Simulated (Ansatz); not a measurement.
**C₂H₂N₂O₂Si: one species, many methods**

An exercise on one series of results from a longer session: the logs are not shown, and one member is left open.

Computed with Ansatz 0.2.0, Gaussian basis. Level: functionals in def2-TZVPP, the program's frozen cores in correlated methods.

Plan: LDA (SPW92), PBE-D4, revPBE-D4, BLYP-D4, r2SCAN-D4, B97M-V, PBE0-D4, B3LYP-D4, r2SCANh-D4, r2SCAN0-D4, HSE06-D4, BHLYP-D4, CAM-B3LYP-D4, LC-ωPBE, ωB97X-V, ωB97M-V, B2PLYP, PBE-QIDH; CCSD(T)/def2-SVP; CCSD(T)/def2-TZVPP; MP2/def2-QZVPP; extrapolation to the limit; RPA on PBE.

## The relaxed structure

All runs share one geometry, relaxed beforehand with PBE0-D4 in a triple-zeta def2 set.

SMILES `O=C=N[SiH2]N=C=O`, 9 atoms, charge 0, spin multiplicity 1.

Atoms are counted from 1 here; the program's logs count them from 0.

Bond lengths: O1–C2 1.162 Å, C2–N3 1.194 Å, N3–Si4 1.699 Å, Si4–N5 1.699 Å, Si4–H8 1.475 Å, Si4–H9 1.475 Å, N5–C6 1.194 Å, C6–O7 1.162 Å. Angles: O1–C2–N3 178.5°, C2–N3–Si4 165.6°, N3–Si4–N5 110.5°, N3–Si4–H8 108.6°, N3–Si4–H9 108.6°, N5–Si4–H8 108.6°, N5–Si4–H9 108.6°, H8–Si4–H9 111.9°, Si4–N5–C6 165.5°, N5–C6–O7 178.5°.

Coordinates:

```xyz
9
C2H2N2O2Si
O    -2.7524   -0.3829   -1.9525
C    -1.8780   -0.6067   -1.2200
N    -0.9901   -0.8663   -0.4653
Si    0.3742   -0.8279    0.5471
N     1.0717    0.7218    0.5486
C     1.3331    1.8720    0.3645
O     1.6121    2.9890    0.2039
H     1.3679   -1.7907    0.0350
H    -0.0501   -1.1549    1.9217
```

The first run:

in.yaml

```yaml
crystal:
  periodic: [false, false, false]
  atoms:
    - {symbol: O, position_ang: [-2.752419, -0.382898, -1.952526]}
    - {symbol: C, position_ang: [-1.877967, -0.606659, -1.219991]}
    - {symbol: N, position_ang: [-0.990091, -0.866266, -0.465284]}
    - {symbol: Si, position_ang: [0.374231, -0.827885, 0.547089]}
    - {symbol: N, position_ang: [1.071686, 0.721762, 0.548562]}
    - {symbol: C, position_ang: [1.333075, 1.872040, 0.364464]}
    - {symbol: O, position_ang: [1.612111, 2.989034, 0.203862]}
    - {symbol: H, position_ang: [1.367876, -1.790667, 0.034981]}
    - {symbol: H, position_ang: [-0.050100, -1.154860, 1.921743]}
basis:
  gaussian: {orbitals: def2-TZVPP}
hamiltonian: {xc: lda}
output: {orbitals: {seedname: orbitals}}
```

Launch:

```console
ansatz run in.yaml --threads 4 --pin off --events-out ev --progress --plain --max-ram 10444MiB
```

Among the steps run: LDA; PBE-D4 (GGA); revPBE-D4 (GGA); BLYP-D4 (GGA); r2SCAN-D4 (meta-GGA); B97M-V (meta-GGA); B3LYP-D4 (hybrid); r2SCANh-D4 (hybrid); r2SCAN0-D4 (hybrid); HSE06-D4 (hybrid); BHLYP-D4 (hybrid); CAM-B3LYP-D4 (range-separated); LC-ωPBE (range-separated); ωB97X-V (range-separated); ωB97M-V (range-separated); B2PLYP (double hybrid); PBE-QIDH (double hybrid).

One of the session's tables, all rows but one given; the rest of the session is left out.

It belongs to the step «Frontier levels by functional». 

```
  functional  HOMO (eV)  gap (eV)
 LDA (SPW92)      -7.56      6.10
      PBE-D4      -7.41      6.25
   revPBE-D4          ?         ?
     BLYP-D4      -7.30      6.28
   r2SCAN-D4      -7.73      6.89
      B97M-V      -7.77      6.98
     PBE0-D4      -8.77      8.57
    B3LYP-D4      -8.56      8.13
  r2SCANh-D4      -8.23      7.73
  r2SCAN0-D4      -9.00      9.00
    HSE06-D4      -8.37      7.79
    BHLYP-D4     -10.07     10.87
CAM-B3LYP-D4     -10.13     11.01
     LC-ωPBE     -11.43     13.50
     ωB97X-V     -11.09     13.06
     ωB97M-V     -10.96     12.66
```

Estimate the missing values for revPBE-D4.

The run gave: HOMO (eV): -7.35; gap (eV): 6.30. In the column «HOMO (eV)» it lies between PBE-D4 (-7.41) and BLYP-D4 (-7.30).
